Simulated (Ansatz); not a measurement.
# AsNH₄ (SMILES N[AsH2]): single points off equilibrium

The task here is to estimate one member of a computed series from the others.

Method: single points in def2-TZVPP; program: Ansatz 0.2.0, Gaussian basis.

Correlated methods freeze the cores. Filled d shells of the heavier atoms are correlated.

**The starting structure**

SMILES `N[AsH2]`, 6 atoms, charge 0, spin multiplicity 1.

Atoms are counted from 1 here; the program's logs count them from 0.

Bond lengths: N1–As2 1.839 Å, N1–H3 1.007 Å, N1–H4 1.018 Å, As2–H5 1.561 Å, As2–H6 1.565 Å. Angles: As2–N1–H3 118.3°, As2–N1–H4 111.9°, H3–N1–H4 106.2°, N1–As2–H5 95.6°, N1–As2–H6 104.3°, H5–As2–H6 86.9°.

Coordinates:

```xyz
6
AsH4N
N    -0.26885   -0.89405   -0.05451
As   -0.53789    0.92540   -0.05800
H     0.67561   -1.23652    0.01790
H    -0.79492   -1.35386    0.68629
H     0.29980    1.20045   -1.34666
H     0.67410    1.49811    0.75047
```

Set-up of the first run:

Contents of run/in.yaml:

```yaml
crystal:
  periodic: [false, false, false]
  atoms:
    - {symbol: N, position_ang: [-0.268852, -0.894050, -0.054512]}
    - {symbol: As, position_ang: [-0.537894, 0.925397, -0.058004]}
    - {symbol: H, position_ang: [0.675615, -1.236517, 0.017899]}
    - {symbol: H, position_ang: [-0.794919, -1.353864, 0.686295]}
    - {symbol: H, position_ang: [0.299799, 1.200447, -1.346664]}
    - {symbol: H, position_ang: [0.674105, 1.498110, 0.750469]}
basis:
  gaussian: {orbitals: def2-TZVPP}
hamiltonian: {xc: pbe, dispersion: d4}
output: {forces: true}
```

The run is started by

```
$ ansatz run in.yaml --threads 2 --pin off --events-out ev --progress --plain --max-ram 3481MiB
```

Steps of the session up to this table: PBE-D4/def2-TZVPP; r2SCAN-D4/def2-TZVPP; PBE0-D4/def2-TZVPP; wB97M-V/def2-TZVPP; CCSD(T)/def2-TZVPP.

One table of the session follows, with a row left open; its other results are not shown here.

| method | RMS force component (eV/Å) | angle to CCSD(T) forces (°) | dipole (D) |
| --- | --- | --- | --- |
| PBE-D4 | ? | ? | ? |
| r2SCAN-D4 | 0.368 | 6.9 | 1.38 |
| PBE0-D4 | 0.368 | 7.8 | 1.36 |
| wB97M-V | 0.421 | 7.1 | 1.31 |
| CCSD(T) | 0.427 | reference | 1.33 |

**Question.** Estimate the row for PBE-D4.

**Answer.** RMS force component (eV/Å): 0.341; angle to CCSD(T) forces (°): 34.7; dipole (D): 1.33. In the column «RMS force component (eV/Å)» it is the lowest.
